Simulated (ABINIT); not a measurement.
Crystal: CaIrN2.

```xyz
4
Lattice="1.6489 0.9520 5.0094 -1.6489 0.9520 5.0094 0.0000 -1.9039 5.0094" Properties=species:S:1:pos:R:3 pbc="T T T"
Ir    0.0000    0.0000    7.5141
Ca    0.0000    0.0000    0.0000
N     0.0000    0.0000    3.4697
N     0.0000    0.0000   11.5585
```

The cell comes from a database or a generator and needn't be the stable form of this composition.

```yaml
Program: ABINIT 10.8.3 (patched build)
Task: single point
Functional: PBE
Potentials_or_basis: JTH PAW PBE v2.0
Cutoff: 707 eV
k_mesh: 9 × 9 × 9
Occupations: fermi-dirac, width 0.05 eV
Spin: no spin polarisation
```

On this cell: pressure -1.6 GPa; largest force 0.054 eV/Å; band gap on the k mesh none (metal or under the smearing width).

The same run follows on a disturbed copy (atoms moved at random, drawn with an rms of 0.05 Å):

```xyz
4
Lattice="1.6489 0.9520 5.0094 -1.6489 0.9520 5.0094 0.0000 -1.9039 5.0094" Properties=species:S:1:pos:R:3 pbc="T T T"
Ir   -0.0194   -0.0483    7.5827
Ca   -0.0151    0.0213   -0.0522
N    -0.0263   -0.0023    3.4129
N    -0.0507    0.0191   11.5772
```

**Question.** What does the disturbed cell give?

**Answer.** The energy (extrapolated to zero smearing) moves by +26.7 meV/atom; pressure 0.9 GPa; largest force 1.523 eV/Å; band gap on the k mesh none (metal or under the smearing width).

Forces on the atoms (eV/Å):
```
Ir  -0.334  1.040 -1.062
Ca  -0.106 -0.082  0.692
N    0.077 -0.469  0.739
N    0.364 -0.489 -0.369
```

Stress tensor (GPa, compression positive):
```
 0.34 -0.13 -0.55
-0.13  1.62 -0.49
-0.55 -0.49  0.74
```
